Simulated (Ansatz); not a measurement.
# Cl2HInO: the cost of one run

All numbers below are computed with Ansatz 0.2.0 (RHF/def2-SVP).

**1. The structure to begin with**

Bond lengths: In1–O2 1.990 Å, O2–H3 1.010 Å, In1–Cl4 2.440 Å, In1–Cl5 2.440 Å. Angles: In1–O2–H3 109.5°, O2–In1–Cl4 120.0°, O2–In1–Cl5 120.0°, Cl4–In1–Cl5 120.0°.

As a file:

```xyz
5

In    0.0000    0.0000    0.0000
O     0.0000    0.0000    1.9900
H    -0.9095   -0.2814    2.3271
Cl    2.1130    0.0000   -1.2200
Cl   -2.1130    0.0000   -1.2200
```

**2. Preparing the start**

Contents of input.yaml:

```yaml
crystal:
  periodic: [false, false, false]
  atoms:
    - { symbol: In, position_ang: [0.0, 0.0, 0.0] }
    - { symbol: O, position_ang: [0.0, 0.0, 1.99] }
    - { symbol: H, position_ang: [-0.9095, -0.2814, 2.3271] }
    - { symbol: Cl, position_ang: [2.113, 0.0, -1.22] }
    - { symbol: Cl, position_ang: [-2.113, 0.0, -1.22] }
basis:
  gaussian: { orbitals: def2-SVP }
hamiltonian:
  xc: hf
relax:
  f_tol: 0.02
  max_steps: 40
output:
  orbitals: {}
```

Run with:

```sh
> ansatz run input.yaml --threads 1 --pin off --max-ram 2048MiB --backend cpu --events-out ev --progress --plain --runs-dir out
```

What time and memory should one allow on 1 thread of Intel Xeon 6975P-C (Granite Rapids), shared host?

About 11 s, with a peak of 0.18 GiB.
